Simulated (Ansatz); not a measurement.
# CH₆BBrSi₂: basis-set convergence

Aim: see how fast density functionals converge with the basis set for CH₆BBrSi₂.

The runs use Ansatz 0.2.0, Gaussian basis; one geometry, several basis sets.

Plan: PBE0-D4/def2-SVP; ωB97M-V/def2-SVP; PBE0-D4/def2-QZVPP; ωB97M-V/def2-QZVPP; the functionals' def2-TZVPP values are taken from earlier runs.

## 1. The geometry

An earlier PBE0-D4 in a triple-zeta def2 set relaxation fixed the geometry.

SMILES `[SiH3][C@H]1B[Si@@H]1Br`, 11 atoms, charge 0, spin multiplicity 1.

Atoms are counted from 1 here; the program's logs count them from 0.

Bond lengths: Si1–C2 1.878 Å, Si1–H6 1.487 Å, Si1–H7 1.485 Å, Si1–H8 1.485 Å, C2–B3 1.510 Å, C2–Si4 1.911 Å, C2–H9 1.093 Å, B3–Si4 1.923 Å, B3–H10 1.186 Å, Si4–Br5 2.218 Å, Si4–H11 1.477 Å. Angles: C2–Si1–H6 108.5°, C2–Si1–H7 110.9°, C2–Si1–H8 110.3°, H6–Si1–H7 108.3°, H6–Si1–H8 109.1°, H7–Si1–H8 109.7°, Si1–C2–B3 119.5°, Si1–C2–Si4 101.8°, Si1–C2–H9 106.2°, B3–C2–Si4 67.2°, B3–C2–H9 122.2°, Si4–C2–H9 136.5°, C2–B3–Si4 66.4°, C2–B3–H10 137.1°, Si4–B3–H10 148.0°, C2–Si4–B3 46.4°, C2–Si4–Br5 119.4°, C2–Si4–H11 112.9° and more.

## 2. PBE0-D4 in def2-SVP

The input, in.yaml:

```yaml
crystal:
  periodic: [false, false, false]
  atoms:
    - {symbol: Si, position_ang: [-1.256679, -0.101286, 0.918737]}
    - {symbol: C, position_ang: [0.197948, 0.726926, 0.066684]}
    - {symbol: B, position_ang: [1.598718, 0.231531, 0.337181]}
    - {symbol: Si, position_ang: [0.752883, -0.627592, -1.161299]}
    - {symbol: Br, position_ang: [1.361971, -0.051115, -3.214191]}
    - {symbol: H, position_ang: [-1.454866, 0.542225, 2.244121]}
    - {symbol: H, position_ang: [-0.990334, -1.546229, 1.136420]}
    - {symbol: H, position_ang: [-2.489688, 0.064686, 0.108673]}
    - {symbol: H, position_ang: [-0.042979, 1.791956, 0.016669]}
    - {symbol: H, position_ang: [2.593840, 0.659387, 0.820636]}
    - {symbol: H, position_ang: [-0.205517, -1.747389, -1.252929]}
basis:
  gaussian: {orbitals: def2-SVP}
hamiltonian: {xc: pbe0, dispersion: d4}
output: {orbitals: {seedname: orbitals}}
```

Further steps of the session: ωB97M-V in def2-SVP; PBE0-D4 in def2-QZVPP; ωB97M-V in def2-QZVPP.

**Question.** What will the summary of the whole plan be? Wanted: PBE0-D4: double and triple zeta above quadruple; ωB97M-V: double and triple zeta above quadruple.

**Answer**, as computed:

| quantity | value |
| --- | --- |
| PBE0-D4: double and triple zeta above quadruple | 18.06, 2.07 eV |
| ωB97M-V: double and triple zeta above quadruple | 18.07, 1.97 eV |

In words: PBE0-D4 gains 16.00 eV from double to triple zeta, then 2.07 eV more. Total energies overstate the basis error of differences, where much of it tends to cancel.
